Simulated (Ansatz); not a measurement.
# C2H8S2Si: small, medium and large basis sets

An exercise on one series of results from a longer session: the logs are not shown, and one member is left open.

Computed with Ansatz 0.2.0, Gaussian basis. Level: one geometry, several basis sets.

Levels to be run: PBE0-D4/def2-SVP; ωB97M-V/def2-SVP; PBE0-D4/def2-QZVPP; ωB97M-V/def2-QZVPP; the functionals' def2-TZVPP values are taken from earlier runs.

### The relaxed structure

An earlier PBE0-D4 in a triple-zeta def2 set relaxation fixed the geometry.

SMILES `CCSS[SiH3]`, 13 atoms, charge 0, spin multiplicity 1.

Atoms are counted from 1 here; the program's logs count them from 0.

Bond lengths: C1–C2 1.512 Å, C1–H6 1.093 Å, C1–H7 1.091 Å, C1–H8 1.092 Å, C2–S3 1.811 Å, C2–H9 1.095 Å, C2–H10 1.092 Å, S3–S4 2.061 Å, S4–Si5 2.140 Å, Si5–H11 1.488 Å, Si5–H12 1.485 Å, Si5–H13 1.483 Å. Angles: C2–C1–H6 110.3°, C2–C1–H7 111.1°, C2–C1–H8 110.7°, H6–C1–H7 108.5°, H6–C1–H8 107.9°, H7–C1–H8 108.3°, C1–C2–S3 114.3°, C1–C2–H9 111.4°, C1–C2–H10 111.9°, S3–C2–H9 103.0°, S3–C2–H10 108.4°, H9–C2–H10 107.3°, C2–S3–S4 102.5°, S3–S4–Si5 95.8°, S4–Si5–H11 106.9°, S4–Si5–H12 110.0°, S4–Si5–H13 110.4°, H11–Si5–H12 109.7° and more.

The first run:

in.yaml

```yaml
crystal:
  periodic: [false, false, false]
  atoms:
    - {symbol: C, position_ang: [-1.759213, 0.914114, 0.937150]}
    - {symbol: C, position_ang: [-0.348541, 1.192253, 0.469336]}
    - {symbol: S, position_ang: [0.906526, 0.114267, 1.205262]}
    - {symbol: S, position_ang: [0.406982, -1.735549, 0.445478]}
    - {symbol: Si, position_ang: [1.658506, -1.605054, -1.285867]}
    - {symbol: H, position_ang: [-2.459409, 1.609808, 0.466807]}
    - {symbol: H, position_ang: [-1.841278, 1.019523, 2.020335]}
    - {symbol: H, position_ang: [-2.061398, -0.099976, 0.668379]}
    - {symbol: H, position_ang: [-0.018186, 2.193354, 0.766351]}
    - {symbol: H, position_ang: [-0.260988, 1.130197, -0.617631]}
    - {symbol: H, position_ang: [1.433640, -2.844644, -2.076802]}
    - {symbol: H, position_ang: [1.280951, -0.419356, -2.096379]}
    - {symbol: H, position_ang: [3.082909, -1.503538, -0.887620]}
basis:
  gaussian: {orbitals: def2-SVP}
hamiltonian: {xc: pbe0, dispersion: d4}
output: {orbitals: {seedname: orbitals}}
```

Started as:

```bash
$ ansatz run in.yaml --threads 4 --pin off --events-out ev --progress --plain --max-ram 10444MiB
```

Steps of the session up to this table: PBE0-D4 in def2-SVP; ωB97M-V in def2-SVP; PBE0-D4 in def2-QZVPP; ωB97M-V in def2-QZVPP.

One table of the session follows, with a row left open; its other results are not shown here.

It belongs to the step «Functionals by basis». 

```
functional       basis  HOMO (eV)
   PBE0-D4    def2-SVP      -6.75
   PBE0-D4  def2-TZVPP      -6.77
   PBE0-D4  def2-QZVPP          ?
   ωB97M-V    def2-SVP      -8.86
   ωB97M-V  def2-TZVPP      -8.91
   ωB97M-V  def2-QZVPP      -8.94
```

Q: Estimate the row for PBE0-D4, def2-QZVPP from the others.

As computed: HOMO (eV): -6.79. In the column «HOMO (eV)» it lies between ωB97M-V, def2-SVP (-8.86) and PBE0-D4, def2-TZVPP (-6.77).
